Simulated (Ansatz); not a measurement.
## OsO3F2 in a box, plane waves

Ansatz 0.2.0, DFT PBE, spin-orbit coupling, plane waves, PAW, molecule in a box. The geometry was relaxed with Gaussian bases (B3LYP; Os def2-SVP with ECP60, O def2-SVP, F def2-SVP).

```yaml
crystal:
  lattice:
    - [11.56, 0.0, 0.0]
    - [0.0, 12.77, 0.0]
    - [0.0, 0.0, 11.95]
  atoms:
    - { symbol: Os, position: [0.46310294, 0.50008536, 0.49994895] }
    - { symbol: O, position: [0.38927336, 0.50008536, 0.62332887] }
    - { symbol: O, position: [0.38927336, 0.50008536, 0.37656904] }
    - { symbol: O, position: [0.61048097, 0.50008536, 0.49994895] }
    - { symbol: F, position: [0.46317647, 0.64778309, 0.49994895] }
    - { symbol: F, position: [0.46317647, 0.35238841, 0.49994895] }
basis:
  ecutwfc: 420
  ecutrho_ratio: 4
kpoints:
  mp_grid: { grid: [1, 1, 1] }
hamiltonian:
  xc: pbe
scf:
  occupations: { method: gaussian, width: 0.01 }
output:
  forces: true
  eigenvalues: true
  populations: true
  write_density: true
  write_potential: true
  elf: true
  volumetric_format: npy
magnetization:
  noncollinear: true
  spin_orbit: true
```

Command:
```sh
ansatz run input.yaml --threads 2 --pin off --max-ram 5120MiB --backend cpu --events-out ev --progress --plain --runs-dir out
```
It took 26 s on 2 threads of Intel(R) Xeon(R) Platinum 8259CL CPU @ 2.50GHz (Skylake/Cascade Lake), with other jobs on the host, peak memory 2.2 GiB.

Problem. How does the SCF go?

Solution. 
```
SCF iter   1: F=—  HF=-14735.735456 eV  |F-HF|=—  |Δ(HF+E_count)|=         —  Δρ=4.32e-2
preconditioner: auto → Resta (q_TF=auto, 1.496 Å⁻¹)  ε∞=1.2  [insulator: Δε(μ)=5.858 eV  Ē_g=12.169 eV  σ=0.010 eV  W_gap=1.00  n_
spin=Noncollinear: Resta preconditioning applied to the charge; magnetization (m_x, m_y, m_z) channels mix plain (no charge-respon
SCF iter   2: F=—  HF=-14729.866576 eV  |F-HF|=—  |Δ(HF+E_count)|=    5.87e0  Δρ=2.89e-2
SCF iter   3: F=—  HF=-14727.477678 eV  |F-HF|=—  |Δ(HF+E_count)|=    2.39e0  Δρ=8.75e-3
...
SCF iter   6: F=—  HF=-14727.342771 eV  |F-HF|=—  |Δ(HF+E_count)|=   3.46e-4  Δρ=5.17e-4
SCF iter   7: F=—  HF=-14727.342272 eV  |F-HF|=—  |Δ(HF+E_count)|=   4.99e-4  Δρ=2.32e-4
SCF iter   8: F=—  HF=-14727.342253 eV  |F-HF|=—  |Δ(HF+E_count)|=   1.92e-5  Δρ=7.05e-5
SCF iter   9: F=—  HF=-14727.342229 eV  |F-HF|=—  |Δ(HF+E_count)|=   2.34e-5  Δρ=1.69e-5
SCF iter  10: F=-14727.342230 eV  HF=-14727.342230 eV  |F-HF|=1.53e-8  |Δ(HF+E_count)|=   9.02e-7  Δρ=2.54e-6
```

Problem. Which levels lie next to the highest filled one (eV, counted from it)?

Solution. Filled: -0.25, -0.25, -0.10, -0.10, -0.09, -0.09, -0.04, -0.04, 0.00, 0.00. Empty: 3.00, 3.00, 3.31, 3.31, 6.15, 6.15, 6.40, 6.40.

Problem. What forces are left at this geometry, relaxed with Gaussian bases (eV/Å)?

Solution. 
```
Os  -0.01  0.00  0.00
O   -0.17  0.00  0.31
O   -0.17  0.00 -0.31
O    0.36  0.00  0.00
F    0.00  0.15  0.00
F    0.00 -0.15  0.00
```

The forces come from the other functional as well as from the basis.
